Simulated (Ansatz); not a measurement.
# LiHgS: the cost of one run

Program: Ansatz 0.2.0. Level of theory: DFT PBE, scalar-relativistic, plane waves, PAW. These are calculated values, not measurements.

### 1 The structure to begin with

The structure is tetragonal, space group P4/nmm (No. 129). Conventional cell: a = 4.070 Å, b = 4.070 Å, c = 7.090 Å, α = 90.00°, β = 90.00°, γ = 90.00°. Li (site symmetry 4mm) is surrounded by 5 S at 2.67 to 2.93 Å. Hg (site symmetry -4m2) has 4 S at 2.81 Å and 4 Hg at 2.88 Å and 4 Li at 3.21 Å in its first shell of neighbours. S (site symmetry 4mm) is surrounded by 5 Li at 2.67 to 2.93 Å and 4 Hg at 2.81 Å.

Coordinates:

```xyz
6
Lattice="4.0703 0.0000 0.0000 0.0000 4.0703 0.0000 0.0000 0.0000 7.0897" Properties=species:S:1:pos:R:3 pbc="T T T"
Li    0.0000    2.0352    2.4885
Li    2.0352    0.0000    4.6012
Hg    0.0000    0.0000    0.0000
Hg    2.0352    2.0352    0.0000
S     0.0000    2.0352    5.1542
S     2.0352    0.0000    1.9355
```

This is candidate A: MnVAs type (P4/nmm, No. 129).

(A quick probe on a coarse mesh, which set the mesh and smearing, is not shown.)

### 3 Rough relaxation on the coarse mesh (candidate A)

input.yaml reads:

```yaml
crystal:
  lattice:
    - [4.0703023934, 0.0, 0.0]
    - [0.0, 4.0703023934, 0.0]
    - [0.0, 0.0, 7.0896750178]
  atoms:
    - { symbol: Li, position: [0.0, 0.5, 0.351] }
    - { symbol: Li, position: [0.5, 0.0, 0.649] }
    - { symbol: Hg, position: [0.0, 0.0, 0.0] }
    - { symbol: Hg, position: [0.5, 0.5, 0.0] }
    - { symbol: S, position: [0.0, 0.5, 0.727] }
    - { symbol: S, position: [0.5, 0.0, 0.273] }
basis:
  ecutwfc: 420
kpoints:
  mp_grid: { grid: [4, 4, 4] }
hamiltonian:
  xc: pbe
scf:
  occupations: { method: gaussian, width: 0.1 }
  lower_state_search: "off"
output:
  forces: true
  stress: true
  eigenvalues: true
relax:
  adjacent_minimum: "off"
  f_tol: 0.04
  max_steps: 70
  cell: { stress_tol: 0.4 }
```

On the command line:

```
$ ansatz run input.yaml --threads 1 --pin off --max-ram 2560MiB --backend cpu --events-out ev --progress --plain --runs-dir out
```

**Question.** How long does this run take on 1 thread of Intel Xeon 6975P-C (Granite Rapids), shared host, and how much memory does it need?

About 12 s, with a peak of 0.46 GiB.
